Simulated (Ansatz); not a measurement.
# Cu: straining the crystal, biaxial strain in the a-b plane

The task here is to estimate one member of a computed series from the others.

This is Cu in the hcp structure; at room conditions it is fcc.

Computed with Ansatz 0.2.0 (DFT r2SCAN, scalar-relativistic, plane waves, PAW, unless a step's input says otherwise).

2 further runs of the same task are left out: 2 set aside as unsound or not needed.

### Starting point

Symmetry: P6_3/mmc, No. 194, hexagonal system. The conventional cell has a = 2.531 Å, b = 2.531 Å, c = 4.130 Å, α = 90.00°, β = 90.00°, γ = 120.00°. Around Cu (site symmetry -6m2) lie 12 Cu at 2.53 Å.

Structure file:

```cif
data_structure
_symmetry_space_group_name_H-M 'P6_3/mmc'
_symmetry_Int_Tables_number 194
_cell_length_a 2.5305
_cell_length_b 2.5305
_cell_length_c 4.1299
_cell_angle_alpha 90.000
_cell_angle_beta 90.000
_cell_angle_gamma 120.000
_cell_volume 22.90
loop_
_atom_site_label
_atom_site_type_symbol
_atom_site_symmetry_multiplicity
_atom_site_Wyckoff_symbol
_atom_site_fract_x
_atom_site_fract_y
_atom_site_fract_z
_atom_site_occupancy
Cu1 Cu 2 c 0.33333 0.66667 0.25000 1
```

It goes back to an entry of the Materials Project, which need not be the stable form.

It is the result of an earlier relaxation at this level (volume 11.45 Å³/atom; gap on the mesh: none (metal)).

The unstrained cell was computed beforehand with the same settings: E(σ→0) = -13262.4581 eV for 2 atoms, gap none (metal).

Set-up of the first run:

Contents of input.yaml:

```yaml
crystal:
  lattice:
    - [2.4798926695, 0.0, 0.0]
    - [-1.2399463348, 2.1476500505, 0.0]
    - [0.0, 0.0, 4.1794138256]
  atoms:
    - { symbol: Cu, position: [0.3333333333, 0.6666666667, 0.25] }
    - { symbol: Cu, position: [0.6666666667, 0.3333333333, 0.75] }
basis:
  ecutwfc: 500
kpoints:
  mp_grid: { grid: [24, 24, 12] }
hamiltonian:
  xc: r2scan
scf:
  occupations: { method: gaussian, width: 0.1 }
output:
  forces: true
  stress: true
  eigenvalues: true
  write_density: true
  write_potential: true
  elf: true
  volumetric_format: npy
relax:
  adjacent_minimum: "off"
  f_tol: 0.008
  max_steps: 40
  cell: { stress_tol: 0.015, fix: [a, b, gamma] }
```

The run is started by

```bash
$ ansatz run input.yaml --threads 1 --pin off --max-ram 2560MiB --backend cpu --events-out ev --progress --plain --runs-dir out
```

Among the steps run: Strain -2.0 %; Strain +2.0 %; At -4.0 %; At +4.0 %; At -6.0 %; Strain +6.0 %.

One of the session's tables, all rows but one given; the rest of the session is left out.

Lengths are those of the vectors of the cell that was run; stresses in GPa:

| strain (%) | ΔE (meV/atom) | a (Å) | b (Å) | c (Å) |
| --- | --- | --- | --- | --- |
| -6.0 | 102.5 | 2.379 | 2.379 | 4.318 |
| -4.0 | 41.6 | 2.429 | 2.429 | 4.251 |
| -2.0 | 9.0 | 2.480 | 2.480 | 4.192 |
| +0.0 | 0.0 | 2.531 | 2.531 | 4.130 |
| +2.0 | 9.8 | 2.581 | 2.581 | 4.083 |
| +4.0 | ? | ? | ? | ? |
| +6.0 | 67.3 | 2.682 | 2.682 | 3.961 |

Q: Estimate the row for strain (%) = +4.0 from the others.

Worked estimate for «ΔE (meV/atom)». A straight line through the neighbours (2.0, 9.8) and (6.0, 67.3) gives 9.8 + (67.3 − 9.8) × (4.0 − 2.0) / (6.0 − 2.0) = 38.5; a parabola fitted to 3 rows on both sides gives 32.2.

As computed: ΔE (meV/atom): 34.0; a (Å): 2.632; b (Å): 2.632; c (Å): 4.027. In «ΔE (meV/atom)» the line misses by +4.5 and the parabola by -1.8.

ΔE is over the unstrained cell. Stress in GPa, positive in compression, on the Cartesian axes of the input. 
